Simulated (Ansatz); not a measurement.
# H2Ti: the cost of one run

Computed with Ansatz 0.2.0, Gaussian basis. Level: def2-QZVPP, core rule «outside noble gas», up to 9 orbitals frozen.

The runs, in order: UHF; ROHF; CCSD(T) on UHF.

2 further runs of the same task are left out: 2 set aside as unsound or not needed.

**1. The system**

The geometry is a PBE0/def2-TZVP stationary point (not a proven minimum) of the parent state, kept for this charge and spin.

3 atoms, charge 1, spin multiplicity 2.

Atoms are counted from 1 here; the program's logs count them from 0.

Bond lengths: Ti1–H2 1.847 Å, Ti1–H3 1.847 Å. Angles: H2–Ti1–H3 180.0°.

As a file:

```xyz
3

Ti    0.0000    0.0000    0.0000
H     0.0000    0.0000   -1.8474
H     0.0000    0.0000    1.8474
```

**2. UHF**

in.yaml

```yaml
crystal:
  periodic: [false, false, false]
  atoms:
    - {symbol: Ti, position_ang: [0.000000, 0.000000, 0.000000]}
    - {symbol: H, position_ang: [0.000000, 0.000000, -1.847400]}
    - {symbol: H, position_ang: [0.000000, 0.000000, 1.847400]}
basis:
  gaussian: {orbitals: "def2-QZVPP.json"}
total_charge: 1
magnetization: {spin_polarized: true, initial_magnetization: 1}
hamiltonian: {xc: hf}
output: {orbitals: {seedname: orbitals}}
```

Launch:

```sh
> ansatz run in.yaml --threads 1 --pin off --events-out ev --progress --plain --max-ram 3968MiB --backend cpu
```

**Question.** How long does this run take on 1 thread of AMD EPYC 7R13, shared host, and how much memory does it need?

About 45 s, with a peak of 0.34 GiB.
